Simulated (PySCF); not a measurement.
**SnCl4: singlet, from a square planar start**

Aim: relax SnCl4 as a singlet from a square planar start, check by its vibrations whether the end is a minimum, and collect its spectrum and constants.

The runs use PySCF 2.14.0; PBE0, basis Sn def2-SVP with ECP28, Cl def2-SVP, scalar-relativistic core potentials, no spin–orbit coupling, density fitting.

## Step 1: Starting geometry

5 atoms, charge 0, spin multiplicity 1.

Bond lengths: Sn1–Cl2 2.390 Å, Sn1–Cl3 2.390 Å, Sn1–Cl4 2.390 Å, Sn1–Cl5 2.390 Å. Angles: Cl2–Sn1–Cl3 90.0°, Cl2–Sn1–Cl4 180.0°, Cl2–Sn1–Cl5 90.0°, Cl3–Sn1–Cl4 90.0°, Cl3–Sn1–Cl5 180.0°, Cl4–Sn1–Cl5 90.0°.

Z-matrix (Å, degrees; charge 0 multiplicity 1):
```
Sn
Cl 1 2.3900
Cl 1 2.3900 2 90.00
Cl 1 2.3900 3 90.00 2 180.00
Cl 1 2.3900 2 90.00 3 180.00
```

## Step 2: Relaxing the singlet from the square planar start

The steps below are one call of a driver around PySCF. For each, scf.py gives the equivalent set-up of the SCF; relaxations use the driver's own optimiser. Before each start the driver seeks the lowest SCF state from one or more starting densities and follows internal instabilities, so scf.py alone need not reach the same state.

The program finds D4h symmetry in the start, which this walk keeps.

Input file scf.py:

```python
from pyscf import gto, scf, dft
mol = gto.M(atom='''
Sn    -0.000000     0.000000     0.000000
Cl     2.390000    -0.000000    -0.000000
Cl     0.000000     2.390000    -0.000000
Cl    -2.390000     0.000000     0.000000
Cl    -0.000000    -2.390000     0.000000''',
    basis={'Sn': 'def2-SVP', 'Cl': 'def2-SVP'},
    ecp={'Sn': 'def2-SVP'},
    charge=0, spin=0)
mf = dft.RKS(mol, xc='PBE0')
mf.grids.atom_grid = (50, 194)
aux = {'Sn': 'def2-universal-JKFIT', 'Cl': 'def2-universal-JKFIT'}
mf = mf.density_fit(auxbasis=aux)
mf.kernel()
```

After this run come: Vibrations and properties at this point; Downhill along the imaginary mode; Vibrations and properties at this point.

Before running it: what results should come out? Wanted: minimum; geometry; wavenumbers; dipole moment; highest occupied, lowest empty level; polar-tensor charge of Sn1; zero-point energy; atomisation energy.

As calculated:

| quantity | value |
| --- | --- |
| minimum | singlet, Td |
| geometry | Sn–Cl 2.316 Å (×4); Cl–Sn–Cl 109.5° (×6) |
| wavenumbers (cm⁻¹) | 97 (e), 125 (t2), 361 (a1), 409 (t2) |
| dipole moment | 0.00 D |
| highest occupied, lowest empty level | -9.62, -3.42 eV |
| polar-tensor charge of Sn1 | +2.04 e |
| zero-point energy | 12.9 kJ/mol |
| entropy at 298.15 K | 367.3 J/(mol K) |
| atomisation energy (no zero-point energy) | 1277 kJ/mol |

In words: The square planar start (D4h) ends in a minimum of Td symmetry, after a stop at a saddle point 154.9 kJ/mol higher, from which it was pushed off along an imaginary mode. The strongest infrared band lies at 409 cm⁻¹ (t2, stretch). The dipole vanishes although Sn1 carries +2.0 e by the polar tensor: the bond dipoles cancel. Other starts or spin states, not run here, may lie lower.
